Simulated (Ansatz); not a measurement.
# CuHO: the cost of one run

Computed with Ansatz 0.2.0, Gaussian basis. Level: def2-QZVPP, core rule «outside noble gas», up to 10 orbitals frozen.

Plan: UHF; ROHF; CCSD(T) on UHF.

2 further runs of the same task are left out: 2 set aside as unsound or not needed. Runs told in other sessions of the task aren't counted.

## Step 1: The system

The geometry is a PBE0/def2-TZVP stationary point (not a proven minimum) of the parent state, kept for this charge and spin.

3 atoms, charge 1, spin multiplicity 4.

Atoms are counted from 1 here; the program's logs count them from 0.

Bond lengths: Cu1–O2 1.785 Å, O2–H3 0.962 Å. Angles: Cu1–O2–H3 117.6°.

## Step 2: UHF

File in.yaml:

```yaml
crystal:
  periodic: [false, false, false]
  atoms:
    - {symbol: Cu, position_ang: [0.000000, 0.015109, 0.382355]}
    - {symbol: O, position_ang: [0.000000, -0.105079, -1.398874]}
    - {symbol: H, position_ang: [0.000000, 0.715425, -1.900920]}
basis:
  gaussian: {orbitals: "def2-QZVPP.json"}
total_charge: 1
magnetization: {spin_polarized: true, initial_magnetization: 3}
hamiltonian: {xc: hf}
output: {orbitals: {seedname: orbitals}}
```

On the command line:

```console
ansatz run in.yaml --threads 1 --pin off --events-out ev --progress --plain --max-ram 4096MiB --backend cpu
```

Q: Estimate wall time and peak memory on 1 thread of AMD EPYC 7R13, shared host.

About 28 s, with a peak of 0.54 GiB.
